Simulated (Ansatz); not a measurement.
Working through a relaxed scan of one distance of CH2BrF, SMILES FCBr

Program: Ansatz's Python interface.

Interactive session:
```pycon
>>> import ansatz as az
>>> from ase import Atoms
>>> import numpy as np
>>> atoms = Atoms(["F", "C", "Br", "H", "H"], positions=[
...     (0.7067, 1.1391, 0.1605),
...     (0.1199, -0.0619, 0.0758),
...     (-1.6059, -0.0042, -0.863),
...     (0.8734, -0.7009, -0.483),
...     (-0.0442, -0.4458, 1.0683),
... ])
>>> system = az.Crystal.molecule_from_ase(atoms)
>>> base = (
...     system.calculation()
...     .basis(gaussian="def2-SVP")
...     .functional("b3lyp", dispersion="d3bj")
... )
>>> symbols = [site.symbol for site in system.cartesian_sites]
>>> pairs = [(0, 1), (1, 2), (1, 3), (1, 4)]
>>> print("held (A)   E (eV)        ", "  ".join(f"{symbols[i]}{i}-{symbols[j]}{j}" for i, j in pairs))
held (A)   E (eV)         F0-C1  C1-Br2  C1-H3  C1-H4
>>> for length in [0.99, 1.08, 1.16, 1.29, 1.45]:
...     r = base.relax(constraints=[az.DistanceConstraint((1, 4), at=length)], force_tolerance=0.02, max_steps=60).run().report
...     xyz = np.array(r["positions_ang"])
...     print(f"{length:6.2f} {r['free_energy_ev']:14.5f}  ", "  ".join(f"{np.linalg.norm(xyz[i] - xyz[j]):.3f}" for i, j in pairs))
...
DeckWarning: relax.constraints: the input's atoms, or those drawn, lie off the distances that are held; a relaxation that starts there is brought onto them ahead of its first SCF, by positions alone, an atom by 4.34e-2 Å at the most. With the symmetry detection on, the symmetry is detected on the input's atoms as so brought (as typed, where only the drawn atoms reach the distances), and notices that speak of the structure as typed mean those atoms
  0.99   -73821.67936   1.352  1.964  1.098  0.990
  1.08   -73821.91857   1.349  1.962  1.099  1.080
  1.16   -73821.86891   1.347  1.960  1.099  1.160
  1.29   -73821.49969   1.342  1.952  1.098  1.290
  1.45   -73820.84619   1.335  1.941  1.098  1.450
```

What to keep in mind:
- These settings explore the input space; basis and method may be short of convergence.
- Warnings are shown shortened and without file and line.
- The energies are electronic: no zero-point or thermal terms, and the basis set is short of its limit.
- b3lyp holds the VWN-RPA fit, as in Gaussian; the form of ORCA and Turbomole is b3lyp5.
- Timing: 71 s on 1 thread of AMD EPYC 7R43 64-Core Processor (Zen 3) (shared host), peak memory 0.22 GiB.

(Lines on the test bed's own set-up are left out of the output.)
